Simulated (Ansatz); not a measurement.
# AlAsBFH6Si: one species, many methods

An exercise on one series of results from a longer session: the logs are not shown, and one member is left open.

Method: functionals in def2-TZVPP, the program's frozen cores in correlated methods; program: Ansatz 0.2.0, Gaussian basis.

The runs, in order: LDA (SPW92), PBE-D4, revPBE-D4, BLYP-D4, r2SCAN-D4, B97M-V, PBE0-D4, B3LYP-D4, r2SCANh-D4, r2SCAN0-D4, HSE06-D4, BHLYP-D4, CAM-B3LYP-D4, LC-ωPBE, ωB97X-V, ωB97M-V, B2PLYP, PBE-QIDH; CCSD(T)/def2-SVP; CCSD(T)/def2-TZVPP; MP2/def2-QZVPP; extrapolation to the limit; RPA on PBE.

## The relaxed structure

The geometry comes from an earlier relaxation with PBE0-D4 in a triple-zeta def2 set; it is a stationary point, not always the lowest conformer.

SMILES `F[B]([SiH3])[AlH][AsH2]`, 11 atoms, charge 0, spin multiplicity 1.

Atoms are counted from 1 here; the program's logs count them from 0.

Bond lengths: F1–B2 1.331 Å, B2–Si3 2.049 Å, B2–Al4 2.165 Å, Si3–H6 1.492 Å, Si3–H7 1.493 Å, Si3–H8 1.489 Å, Al4–As5 2.438 Å, Al4–H9 1.592 Å, As5–H10 1.523 Å, As5–H11 1.523 Å. Angles: F1–B2–Si3 118.3°, F1–B2–Al4 120.7°, Si3–B2–Al4 121.0°, B2–Si3–H6 108.8°, B2–Si3–H7 107.3°, B2–Si3–H8 115.9°, H6–Si3–H7 106.7°, H6–Si3–H8 109.0°, H7–Si3–H8 108.8°, B2–Al4–As5 119.5°, B2–Al4–H9 122.9°, As5–Al4–H9 117.5°, Al4–As5–H10 90.7°, Al4–As5–H11 91.8°, H10–As5–H11 93.3°.

Set-up of the first run:

Contents of in.yaml:

```yaml
crystal:
  periodic: [false, false, false]
  atoms:
    - {symbol: F, position_ang: [-1.693213, -1.930628, 0.382959]}
    - {symbol: B, position_ang: [-0.761599, -0.985723, 0.485081]}
    - {symbol: Si, position_ang: [1.146031, -1.552369, 0.972579]}
    - {symbol: Al, position_ang: [-1.233178, 1.081404, 0.047633]}
    - {symbol: As, position_ang: [-0.863281, 1.949203, -2.200654]}
    - {symbol: H, position_ang: [1.724853, -0.540986, 1.904094]}
    - {symbol: H, position_ang: [1.958406, -1.498204, -0.279073]}
    - {symbol: H, position_ang: [1.287307, -2.905893, 1.577075]}
    - {symbol: H, position_ang: [-1.799507, 2.089964, 1.141767]}
    - {symbol: H, position_ang: [-0.090339, 3.134118, -1.636987]}
    - {symbol: H, position_ang: [0.389920, 1.101913, -2.373873]}
basis:
  gaussian: {orbitals: def2-TZVPP}
hamiltonian: {xc: lda}
output: {orbitals: {seedname: orbitals}}
```

Among the steps run: LDA; PBE-D4 (GGA); revPBE-D4 (GGA); BLYP-D4 (GGA); r2SCAN-D4 (meta-GGA); B97M-V (meta-GGA); PBE0-D4 (hybrid); B3LYP-D4 (hybrid); r2SCANh-D4 (hybrid); r2SCAN0-D4 (hybrid); HSE06-D4 (hybrid); BHLYP-D4 (hybrid); CAM-B3LYP-D4 (range-separated); LC-ωPBE (range-separated); ωB97X-V (range-separated); ωB97M-V (range-separated); B2PLYP (double hybrid); PBE-QIDH (double hybrid).

One of the session's tables, all rows but one given; the rest of the session is left out.

It belongs to the step «Frontier levels by functional». 

```
  functional  HOMO (eV)  LUMO (eV)  gap (eV)
 LDA (SPW92)          ?          ?         ?
      PBE-D4      -5.58      -3.08      2.50
   revPBE-D4      -5.52      -2.98      2.55
     BLYP-D4      -5.43      -2.87      2.56
   r2SCAN-D4      -5.79      -2.88      2.91
      B97M-V      -5.84      -3.02      2.83
     PBE0-D4      -6.65      -2.18      4.47
    B3LYP-D4      -6.45      -2.33      4.12
  r2SCANh-D4      -6.19      -2.56      3.63
  r2SCAN0-D4      -6.79      -2.08      4.71
    HSE06-D4      -6.26      -2.56      3.70
    BHLYP-D4      -7.59      -1.16      6.43
CAM-B3LYP-D4      -7.86      -1.03      6.83
     LC-ωPBE      -9.13       0.06      9.19
     ωB97X-V      -8.81      -0.05      8.75
     ωB97M-V      -8.61      -0.31      8.29
```

**Question.** Estimate the row for LDA (SPW92).

As computed: HOMO (eV): -5.71; LUMO (eV): -3.31; gap (eV): 2.40. In the column «HOMO (eV)» it lies between r2SCAN-D4 (-5.79) and PBE-D4 (-5.58).
